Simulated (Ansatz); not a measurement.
# Ge₂F (quartet): the correlation ladder, cc-pVDZ

An exercise on one series of results from a longer session: the logs are not shown, and one member is left open.

Program: Ansatz 0.2.0, Gaussian basis. Level of theory: cc-pVDZ, core rule «outside noble gas», up to 29 orbitals frozen. These are calculated values, not measurements.

The runs, in order: UHF; CCSD(T) on ROHF; CCSD(T) on UHF; BCCD(T) on ROHF; CISD; CCSDT(Q) on ROHF; CCSDT(Q) on UHF; CASSCF and MRCISD+Q, 13 electrons in 11 orbitals; CASSCF and NEVPT2, 13 electrons in 11 orbitals.

22 further runs of the same task are left out: 2 for a known fault of the program, 7 that didn't finish, 13 set aside as unsound or not needed.

**The geometry**

The geometry is a PBE0/def2-TZVP stationary point (not a proven minimum) of the parent state, kept for this charge and spin. No spin-orbit coupling is included. The filled d shell of Ge may be among the frozen orbitals whatever the setting's name suggests; the logs give the count.

3 atoms, charge 0, spin multiplicity 4.

Atoms are counted from 1 here; the program's logs count them from 0.

Bond lengths: F1–Ge2 2.007 Å, F1–Ge3 2.007 Å, Ge2–Ge3 2.411 Å. Angles: Ge2–F1–Ge3 73.8°, F1–Ge2–Ge3 53.1°, F1–Ge3–Ge2 53.1°.

The first run:

in.yaml

```yaml
crystal:
  periodic: [false, false, false]
  atoms:
    - {symbol: F, position_ang: [0.000000, -1.419044, 0.000000]}
    - {symbol: Ge, position_ang: [0.000000, 0.185570, 1.205501]}
    - {symbol: Ge, position_ang: [0.000000, 0.185570, -1.205501]}
basis:
  gaussian: {orbitals: cc-pVDZ}
magnetization: {spin_polarized: true, initial_magnetization: 3}
hamiltonian: {xc: hf}
output: {orbitals: {seedname: orbitals}}
```

On the command line:

```bash
ansatz run in.yaml --threads 1 --pin off --events-out ev --progress --plain --max-ram 2393MiB
```

Among the steps run: UHF; CCSD(T) on ROHF; CCSD(T) on UHF; BCCD(T) on ROHF; CISD; CCSDT(Q) on ROHF; CCSDT(Q) on UHF; CASSCF and MRCISD+Q, 13 electrons in 11 orbitals; CASSCF and NEVPT2, 13 electrons in 11 orbitals.

One table of the session follows, with a row left open; its other results are not shown here.

| method | from UCCSDT(Q) (meV) |
| --- | --- |
| ROHF | +9427.7 |
| UHF | +9175.8 |
| RMP2 | +953.0 |
| UMP2 | +980.3 |
| RCCSD | +312.8 |
| UCCSD | +296.9 |
| RCCSD(T) | +65.7 |
| UCCSD(T) | ? |
| BCCD(T) | +59.8 |
| RCCSDT | +37.4 |
| UCCSDT | +24.6 |
| RCCSDT(Q) | +18.5 |
| UCCSDT(Q) | 0 |
| CASSCF valence | +7263.7 |
| NEVPT2 valence | +1343.0 |
| MRCISD valence | +737.6 |
| MRCISD+Q valence | +152.3 |

Q: Estimate the row for UCCSD(T) from the others.

**Answer.** from UCCSDT(Q) (meV): +54.5. In the column «from UCCSDT(Q) (meV)» it lies between RCCSDT (+37.4) and BCCD(T) (+59.8).

Not comparable, so not listed: CISD (they don't share determinant, frozen orbitals or solution with the rows shown, or repeat one).

Limits of these values: Restricted and unrestricted rows rest on different reference determinants; where their highest levels disagree by more than a few hundredths of an eV, they describe different states and don't form one ladder.
